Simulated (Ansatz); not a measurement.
# BeZn3Se4: the cost of one run

Program: Ansatz 0.2.0. Level of theory: DFT PBE, scalar-relativistic, plane waves, PAW. These are calculated values, not measurements.

### Step 1. The system as given

It takes space group P-43m (No. 215, cubic). The conventional cell has a = 5.476 Å, b = 5.476 Å, c = 5.476 Å, α = 90.00°, β = 90.00°, γ = 90.00°. Around Be (site symmetry -43m) lie 4 Se at 2.37 Å. Zn (site symmetry -42m) is surrounded by 4 Se at 2.37 Å. Se (site symmetry 3m) is surrounded by 1 Be at 2.37 Å and 3 Zn at 2.37 Å.

Coordinates:

```
CELL_PARAMETERS angstrom
5.47644 0.00000 0.00000
0.00000 5.47644 0.00000
0.00000 0.00000 5.47644
ATOMIC_POSITIONS crystal
Be 0.00000 0.00000 0.00000
Zn 0.00000 0.50000 0.50000
Zn 0.50000 0.00000 0.50000
Zn 0.50000 0.50000 0.00000
Se 0.25000 0.25000 0.75000
Se 0.25000 0.75000 0.25000
Se 0.75000 0.25000 0.25000
Se 0.75000 0.75000 0.75000
```

The start is an ordering of an alloy on its end members' structure types: elements ordered on the sites of the ZnSe type, Be/Zn on Zn (P-43m, No. 215).

### Step 2. Probe: one point on a coarse mesh

The input, input.yaml:

```yaml
crystal:
  lattice:
    - [5.47643505, 0.0, 0.0]
    - [0.0, 5.47643505, 0.0]
    - [0.0, 0.0, 5.47643505]
  atoms:
    - { symbol: Be, position: [0.0, 0.0, 0.0] }
    - { symbol: Zn, position: [0.0, 0.5, 0.5] }
    - { symbol: Zn, position: [0.5, 0.0, 0.5] }
    - { symbol: Zn, position: [0.5, 0.5, 0.0] }
    - { symbol: Se, position: [0.25, 0.25, 0.75] }
    - { symbol: Se, position: [0.25, 0.75, 0.25] }
    - { symbol: Se, position: [0.75, 0.25, 0.25] }
    - { symbol: Se, position: [0.75, 0.75, 0.75] }
basis:
  ecutwfc: 420
kpoints:
  mp_grid: { grid: [4, 4, 4] }
hamiltonian:
  xc: pbe
scf:
  occupations: { method: gaussian, width: 0.1 }
  lower_state_search: "off"
output:
  forces: true
  stress: true
  eigenvalues: true
```

Command:

```console
$ ansatz run input.yaml --threads 1 --pin off --max-ram 2560MiB --backend cpu --events-out ev --progress --plain --runs-dir out
```

What time and memory should one allow on 1 thread of AMD EPYC 7R43 (Zen 3), shared host?

About 7.6 s, with a peak of 0.46 GiB.
